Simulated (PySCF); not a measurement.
# A gas-phase reaction: F2H2Si + Cl2 → ClF2HSi + ClH

Aim: the reaction energy of `F[SiH2]F` + `ClCl` → `F[SiH](F)Cl` + `Cl`.

Programs: PySCF 2.14.0. All values are calculated, for the isolated system unless a continuum is named. Atoms count from 0, parts from 1.

## (1) The system as given

Each species was relaxed by itself at PBE0-D3(BJ)/def2-SVPD.

## (2) Energies of the species: wB97M-D3(BJ)/def2-TZVPD

The job: settings as JSON, then the geometry in Å.

```
{"job": {"kind": "react", "xc": "wB97M-D3(BJ)", "basis": "def2-TZVPD"}, "charge": 0, "multiplicity": 1}
-1 F2H2Si charge 0 multiplicity 1
F      0.268890    -0.549860     1.460680
Si    -0.070000     0.020340    -0.021630
F      1.311870     0.600890    -0.645700
H     -0.517960    -1.110950    -0.862390
H     -1.021910     1.143460     0.119610

-1 Cl2 charge 0 multiplicity 1
Cl     1.014650     0.006550     0.007470
Cl    -1.014720    -0.004410    -0.006430

+1 ClF2HSi charge 0 multiplicity 1
F     -0.103280    -1.552700     0.233100
Si    -0.102740     0.039640    -0.023130
F     -0.720140     0.733940     1.295230
Cl     1.823610     0.664760    -0.247410
H     -0.930680     0.359240    -1.194190

+1 ClH charge 0 multiplicity 1
Cl     0.644680     0.002900     0.005920
H     -0.643450    -0.006160    -0.005570
```

With the program's defaults for keys left out, this is: wB97M-D3(BJ)/def2-TZVPD reaction energy of separated species, gas phase.

Started as:

```sh
$ OMP_NUM_THREADS=1 python cluster_run.py task.json out
```

One launch serves the whole session: the jobs run in the order shown.

The log of the run:

```text
species 1 (F2H2Si)
coarse grid: 21960 points
cycle   1  E = -490.5865668785  dE = -5.279e-04  |g| = 7.294e-01  |ddm| = 1.614e+00
cycle   2  E = -490.5723973206  dE =  1.417e-02  |g| = 8.881e-01  |ddm| = 7.584e-01
cycle   3  E = -490.6789109625  dE = -1.065e-01  |g| = 3.412e-02  |ddm| = 3.688e-01
cycle   4  E = -490.6791640797  dE = -2.531e-04  |g| = 1.016e-02  |ddm| = 4.817e-02
cycle   5  E = -490.6791890849  dE = -2.501e-05  |g| = 1.886e-03  |ddm| = 1.436e-02
cycle   6  E = -490.6791898745  dE = -7.896e-07  |g| = 3.977e-04  |ddm| = 2.647e-03
final grid: 45880 points
cycle   7  E = -490.6791713304  dE = -1.493e-07  |g| = 4.138e-04  |ddm| = 1.124e-03
cycle   8  E = -490.6791713298  dE =  6.282e-10  |g| = 4.601e-04  |ddm| = 3.892e-04
cycle   9  E = -490.6791713567  dE = -2.693e-08  |g| = 1.968e-05  |ddm| = 1.719e-04
cycle  10  E = -490.6791713570  dE = -2.532e-10  |g| = 7.392e-06  |ddm| = 3.775e-05
converged SCF energy = -490.6791713570

species 2 (Cl2)
coarse grid: 12632 points
cycle   1  E = -920.4762353416  dE =  6.388e-02  |g| = 2.472e-01  |ddm| = 1.180e+00
cycle   2  E = -920.4854153081  dE = -9.180e-03  |g| = 1.551e-01  |ddm| = 2.411e-01
cycle   3  E = -920.4902179884  dE = -4.803e-03  |g| = 1.247e-02  |ddm| = 9.692e-02
cycle   4  E = -920.4902874054  dE = -6.942e-05  |g| = 2.486e-03  |ddm| = 1.204e-02
cycle   5  E = -920.4902917612  dE = -4.356e-06  |g| = 2.986e-04  |ddm| = 3.875e-03
final grid: 23496 points
cycle   6  E = -920.4902477278  dE = -4.829e-08  |g| = 9.188e-05  |ddm| = 4.979e-04
cycle   7  E = -920.4902477314  dE = -3.542e-09  |g| = 4.799e-05  |ddm| = 1.125e-04
cycle   8  E = -920.4902477320  dE = -6.212e-10  |g| = 1.457e-05  |ddm| = 4.220e-05
converged SCF energy = -920.4902477320

species 3 (ClF2HSi)
coarse grid: 25800 points
cycle   1  E = -950.3003341996  dE =  2.610e-01  |g| = 7.611e-01  |ddm| = 1.764e+00
cycle   2  E = -950.2941678112  dE =  6.166e-03  |g| = 8.987e-01  |ddm| = 8.815e-01
cycle   3  E = -950.4069675829  dE = -1.128e-01  |g| = 4.879e-02  |ddm| = 4.268e-01
cycle   4  E = -950.4074754592  dE = -5.079e-04  |g| = 2.055e-02  |ddm| = 6.339e-02
cycle   5  E = -950.4075661235  dE = -9.066e-05  |g| = 3.572e-03  |ddm| = 1.959e-02
cycle   6  E = -950.4075700148  dE = -3.891e-06  |g| = 7.814e-04  |ddm| = 6.109e-03
final grid: 52256 points
cycle   7  E = -950.4074958294  dE = -2.874e-07  |g| = 6.614e-04  |ddm| = 1.972e-03
cycle   8  E = -950.4074958440  dE = -1.461e-08  |g| = 7.127e-04  |ddm| = 7.809e-04
cycle   9  E = -950.4074959111  dE = -6.714e-08  |g| = 5.237e-05  |ddm| = 2.956e-04
cycle  10  E = -950.4074959127  dE = -1.577e-09  |g| = 2.812e-05  |ddm| = 1.070e-04
cycle  11  E = -950.4074959130  dE = -3.213e-10  |g| = 3.882e-06  |ddm| = 4.907e-05
converged SCF energy = -950.4074959130

species 4 (ClH)
coarse grid: 8792 points
cycle   1  E = -460.8503334350  dE = -8.165e-02  |g| = 2.169e-01  |ddm| = 7.239e-01
cycle   2  E = -460.8625128719  dE = -1.218e-02  |g| = 1.397e-01  |ddm| = 2.651e-01
cycle   3  E = -460.8670522059  dE = -4.539e-03  |g| = 1.358e-02  |ddm| = 9.818e-02
cycle   4  E = -460.8670932888  dE = -4.108e-05  |g| = 3.364e-03  |ddm| = 9.545e-03
cycle   5  E = -460.8670995372  dE = -6.248e-06  |g| = 8.515e-04  |ddm| = 3.915e-03
final grid: 17120 points
cycle   6  E = -460.8670682685  dE = -3.715e-07  |g| = 3.676e-04  |ddm| = 8.891e-04
cycle   7  E = -460.8670683147  dE = -4.627e-08  |g| = 1.618e-04  |ddm| = 3.981e-04
cycle   8  E = -460.8670683213  dE = -6.575e-09  |g| = 4.221e-05  |ddm| = 1.295e-04
cycle   9  E = -460.8670683226  dE = -1.312e-09  |g| = 3.974e-06  |ddm| = 6.531e-05
cycle  10  E = -460.8670683226  dE = -5.400e-12  |g| = 8.166e-07  |ddm| = 3.313e-06
converged SCF energy = -460.8670683226

Reaction energy = -66.294 kcal/mol
```

Wall time 16 s (1 thread of Arm Neoverse V2, shared host); peak memory 0.59 GiB.

Species by species (with the dispersion term, which the log's SCF energies lack):

```
 ν      species  energy (Eh)  HOMO (eV)
-1     F[SiH2]F   -490.68213     -12.43
-1         ClCl   -920.49147     -11.18
+1  F[SiH](F)Cl   -950.41163     -12.45
+1           Cl   -460.86761     -11.93
```

## (3) Energies of the species: PBE0-D3(BJ)/def2-TZVPD

The job, as its differences from that of step 2:

```diff
@@ -1,2 +1,2 @@
-{"job": {"kind": "react", "xc": "wB97M-D3(BJ)", "basis": "def2-TZVPD"}, "charge": 0, "multiplicity": 1}
+{"job": {"kind": "react", "xc": "PBE0", "basis": "def2-TZVPD", "disp": "d3bj"}, "charge": 0, "multiplicity": 1}
 -1 F2H2Si charge 0 multiplicity 1
```

Method: PBE0-D3(BJ)/def2-TZVPD reaction energy of separated species, gas phase.

The log of the run:

```text
species 1 (F2H2Si)
coarse grid: 5040 points
cycle   1  E = -490.2015342128  dE =  6.389e-02  |g| = 7.293e-01  |ddm| = 1.668e+00
cycle   2  E = -490.0644893290  dE =  1.370e-01  |g| = 1.220e+00  |ddm| = 8.910e-01
cycle   3  E = -490.2849722854  dE = -2.205e-01  |g| = 2.834e-02  |ddm| = 5.517e-01
cycle   4  E = -490.2850794164  dE = -1.071e-04  |g| = 1.110e-02  |ddm| = 3.335e-02
cycle   5  E = -490.2850968525  dE = -1.744e-05  |g| = 5.763e-04  |ddm| = 8.297e-03
cycle   6  E = -490.2850969348  dE = -8.222e-08  |g| = 3.398e-04  |ddm| = 1.026e-03
final grid: 45880 points
cycle   7  E = -490.2907352092  dE = -2.386e-05  |g| = 2.881e-03  |ddm| = 1.447e-02
cycle   8  E = -490.2907340296  dE =  1.180e-06  |g| = 4.046e-03  |ddm| = 2.902e-03
cycle   9  E = -490.2907362953  dE = -2.266e-06  |g| = 2.449e-04  |ddm| = 1.773e-03
cycle  10  E = -490.2907363031  dE = -7.828e-09  |g| = 5.060e-05  |ddm| = 1.579e-04
cycle  11  E = -490.2907363035  dE = -3.555e-10  |g| = 6.283e-06  |ddm| = 4.291e-05
converged SCF energy = -490.2907363035

species 2 (Cl2)
coarse grid: 3248 points
cycle   1  E = -920.0848703584  dE =  1.015e-01  |g| = 1.608e-01  |ddm| = 1.191e+00
cycle   2  E = -920.0872208231  dE = -2.350e-03  |g| = 8.739e-02  |ddm| = 1.235e-01
cycle   3  E = -920.0886037039  dE = -1.383e-03  |g| = 3.229e-02  |ddm| = 7.027e-02
cycle   4  E = -920.0888548331  dE = -2.511e-04  |g| = 5.428e-04  |ddm| = 2.039e-02
cycle   5  E = -920.0888549425  dE = -1.093e-07  |g| = 2.230e-04  |ddm| = 9.350e-04
final grid: 23496 points
cycle   6  E = -920.0901488012  dE = -8.697e-06  |g| = 2.709e-03  |ddm| = 7.419e-03
cycle   7  E = -920.0901492345  dE = -4.333e-07  |g| = 1.503e-03  |ddm| = 3.011e-03
cycle   8  E = -920.0901494735  dE = -2.390e-07  |g| = 1.101e-04  |ddm| = 1.207e-03
cycle   9  E = -920.0901494760  dE = -2.576e-09  |g| = 4.180e-05  |ddm| = 9.862e-05
cycle  10  E = -920.0901494764  dE = -3.959e-10  |g| = 3.007e-06  |ddm| = 2.417e-05
converged SCF energy = -920.0901494764

species 3 (ClF2HSi)
coarse grid: 6040 points
cycle   1  E = -949.7222884391  dE =  2.960e-01  |g| = 7.461e-01  |ddm| = 1.845e+00
cycle   2  E = -949.5908148929  dE =  1.315e-01  |g| = 1.215e+00  |ddm| = 1.003e+00
cycle   3  E = -949.8121459088  dE = -2.213e-01  |g| = 5.226e-02  |ddm| = 6.076e-01
cycle   4  E = -949.8125745643  dE = -4.287e-04  |g| = 2.774e-02  |ddm| = 6.655e-02
cycle   5  E = -949.8127260737  dE = -1.515e-04  |g| = 4.299e-03  |ddm| = 2.237e-02
cycle   6  E = -949.8127297506  dE = -3.677e-06  |g| = 1.292e-03  |ddm| = 3.548e-03
final grid: 52256 points
cycle   7  E = -949.8195496004  dE = -2.580e-05  |g| = 3.649e-03  |ddm| = 1.772e-02
cycle   8  E = -949.8195485689  dE =  1.031e-06  |g| = 4.086e-03  |ddm| = 4.955e-03
cycle   9  E = -949.8195516513  dE = -3.082e-06  |g| = 5.078e-04  |ddm| = 2.884e-03
cycle  10  E = -949.8195516845  dE = -3.321e-08  |g| = 1.609e-04  |ddm| = 2.794e-04
cycle  11  E = -949.8195516895  dE = -4.969e-09  |g| = 3.056e-05  |ddm| = 1.261e-04
cycle  12  E = -949.8195516897  dE = -2.287e-10  |g| = 6.640e-06  |ddm| = 2.133e-05
converged SCF energy = -949.8195516897

species 4 (ClH)
coarse grid: 2248 points
cycle   1  E = -460.6537842459  dE = -4.644e-02  |g| = 1.882e-01  |ddm| = 7.411e-01
cycle   2  E = -460.6558530525  dE = -2.069e-03  |g| = 1.902e-01  |ddm| = 3.151e-01
cycle   3  E = -460.6653815826  dE = -9.529e-03  |g| = 1.506e-02  |ddm| = 1.513e-01
cycle   4  E = -460.6654036396  dE = -2.206e-05  |g| = 2.693e-03  |ddm| = 7.323e-03
cycle   5  E = -460.6654051875  dE = -1.548e-06  |g| = 1.111e-03  |ddm| = 2.553e-03
final grid: 17120 points
cycle   6  E = -460.6658903772  dE = -4.429e-06  |g| = 2.164e-03  |ddm| = 7.337e-03
cycle   7  E = -460.6658904067  dE = -2.952e-08  |g| = 1.795e-03  |ddm| = 2.512e-03
cycle   8  E = -460.6658910244  dE = -6.177e-07  |g| = 1.533e-04  |ddm| = 1.363e-03
cycle   9  E = -460.6658910313  dE = -6.901e-09  |g| = 2.148e-05  |ddm| = 1.086e-04
cycle  10  E = -460.6658910314  dE = -1.036e-10  |g| = 4.933e-06  |ddm| = 1.681e-05
converged SCF energy = -460.6658910314

Reaction energy = -65.953 kcal/mol
```

It took 7.1 s on 1 thread of Arm Neoverse V2, shared host; peak memory 0.57 GiB.

Reaction energy at this level: -65.95 kcal/mol.

## (4) Energies of the species: MP2/def2-TZVPD

The job, as its differences from that of step 3:

```diff
@@ -1,2 +1,2 @@
-{"job": {"kind": "react", "xc": "PBE0", "basis": "def2-TZVPD", "disp": "d3bj"}, "charge": 0, "multiplicity": 1}
+{"job": {"kind": "react", "xc": "MP2", "basis": "def2-TZVPD"}, "charge": 0, "multiplicity": 1}
 -1 F2H2Si charge 0 multiplicity 1
```

With the program's defaults for keys left out, this is: MP2/def2-TZVPD reaction energy of separated species, gas phase.

The log of the run:

```text
species 1 (F2H2Si)
final grid: 45880 points
cycle   1  E = -489.1281742968  dE = -1.339e-01  |g| = 6.442e-01  |ddm| = 1.581e+00
cycle   2  E = -489.1863993955  dE = -5.823e-02  |g| = 4.169e-01  |ddm| = 4.993e-01
cycle   3  E = -489.2098447283  dE = -2.345e-02  |g| = 3.844e-02  |ddm| = 1.901e-01
cycle   4  E = -489.2103548129  dE = -5.101e-04  |g| = 8.826e-03  |ddm| = 5.673e-02
cycle   5  E = -489.2103807543  dE = -2.594e-05  |g| = 1.675e-03  |ddm| = 1.460e-02
cycle   6  E = -489.2103816330  dE = -8.787e-07  |g| = 3.654e-04  |ddm| = 2.928e-03
cycle   7  E = -489.2103817104  dE = -7.733e-08  |g| = 1.084e-04  |ddm| = 6.456e-04
cycle   8  E = -489.2103817173  dE = -6.988e-09  |g| = 2.075e-05  |ddm| = 1.613e-04
cycle   9  E = -489.2103817176  dE = -2.144e-10  |g| = 5.693e-06  |ddm| = 3.578e-05
converged SCF energy = -489.2103817176

species 2 (Cl2)
final grid: 23496 points
cycle   1  E = -918.9653263004  dE =  6.011e-02  |g| = 2.590e-01  |ddm| = 1.186e+00
cycle   2  E = -918.9802784540  dE = -1.495e-02  |g| = 1.127e-01  |ddm| = 2.120e-01
cycle   3  E = -918.9828569367  dE = -2.578e-03  |g| = 1.988e-02  |ddm| = 7.487e-02
cycle   4  E = -918.9830777896  dE = -2.209e-04  |g| = 4.253e-03  |ddm| = 2.065e-02
cycle   5  E = -918.9830898957  dE = -1.211e-05  |g| = 7.297e-04  |ddm| = 5.118e-03
cycle   6  E = -918.9830901132  dE = -2.175e-07  |g| = 1.518e-04  |ddm| = 6.808e-04
cycle   7  E = -918.9830901225  dE = -9.228e-09  |g| = 2.307e-05  |ddm| = 1.886e-04
cycle   8  E = -918.9830901227  dE = -2.603e-10  |g| = 2.990e-06  |ddm| = 4.639e-05
converged SCF energy = -918.9830901227

species 3 (ClF2HSi)
final grid: 52256 points
cycle   1  E = -948.1086721690  dE =  1.695e-01  |g| = 6.802e-01  |ddm| = 1.737e+00
cycle   2  E = -948.1762665586  dE = -6.759e-02  |g| = 4.308e-01  |ddm| = 6.003e-01
cycle   3  E = -948.2032028585  dE = -2.694e-02  |g| = 4.232e-02  |ddm| = 2.312e-01
cycle   4  E = -948.2037965326  dE = -5.937e-04  |g| = 1.331e-02  |ddm| = 6.340e-02
cycle   5  E = -948.2038552804  dE = -5.875e-05  |g| = 3.305e-03  |ddm| = 1.699e-02
cycle   6  E = -948.2038601726  dE = -4.892e-06  |g| = 9.595e-04  |ddm| = 4.930e-03
cycle   7  E = -948.2038608856  dE = -7.130e-07  |g| = 2.789e-04  |ddm| = 1.609e-03
cycle   8  E = -948.2038609473  dE = -6.166e-08  |g| = 5.204e-05  |ddm| = 4.966e-04
cycle   9  E = -948.2038609490  dE = -1.741e-09  |g| = 1.214e-05  |ddm| = 1.013e-04
cycle  10  E = -948.2038609491  dE = -7.844e-11  |g| = 3.253e-06  |ddm| = 1.853e-05
converged SCF energy = -948.2038609491

species 4 (ClH)
final grid: 17120 points
cycle   1  E = -460.0817353187  dE = -1.008e-01  |g| = 2.132e-01  |ddm| = 7.101e-01
cycle   2  E = -460.0969052820  dE = -1.517e-02  |g| = 8.401e-02  |ddm| = 2.053e-01
cycle   3  E = -460.0986386366  dE = -1.733e-03  |g| = 1.826e-02  |ddm| = 5.472e-02
cycle   4  E = -460.0988472017  dE = -2.086e-04  |g| = 6.315e-03  |ddm| = 1.638e-02
cycle   5  E = -460.0988772011  dE = -3.000e-05  |g| = 1.289e-03  |ddm| = 7.398e-03
cycle   6  E = -460.0988784172  dE = -1.216e-06  |g| = 2.807e-04  |ddm| = 1.659e-03
cycle   7  E = -460.0988784705  dE = -5.326e-08  |g| = 4.150e-05  |ddm| = 4.895e-04
cycle   8  E = -460.0988784712  dE = -7.332e-10  |g| = 7.806e-06  |ddm| = 6.177e-05
converged SCF energy = -460.0988784712

Reaction energy = -69.585 kcal/mol
```

It took 3.5 s on 1 thread of Arm Neoverse V2, shared host; peak memory 0.43 GiB.

Reaction energy at this level: -69.58 kcal/mol.

## (5) Comparing the runs

Energies in kcal/mol, with wall time:

```
                    run  reaction   time
wB97M-D3(BJ)/def2-TZVPD    -66.29   16 s
 PBE0-D3(BJ)/def2-TZVPD    -65.95  7.1 s
         MP2/def2-TZVPD    -69.58  3.5 s
```

## (6) Outcome

| quantity | value |
| --- | --- |
| reaction energy (wB97M-D3(BJ)/def2-TZVPD) | -66.29 kcal/mol |
| ΔH, ΔG at 298 K (xTB thermal terms) | -66.8, -67.0 kcal/mol |
| range of the reaction energy over the runs of this table | -69.58 to -65.95 kcal/mol |

**Reading.** The reaction is exothermic by 66.8 kcal/mol in the gas phase; dispersion gives -0.31, and xTB itself gave -31.25 for the electronic energy (xTB energies and thermal terms come from the earlier relaxation of each species, not shown). No barrier was sought. xTB and this level differ widely in the electronic energy, so what comes from xTB (the thermal terms above all) is less safe here. The reaction energy runs from -69.58 (MP2/def2-TZVPD) to -65.95 kcal/mol (PBE0-D3(BJ)/def2-TZVPD).
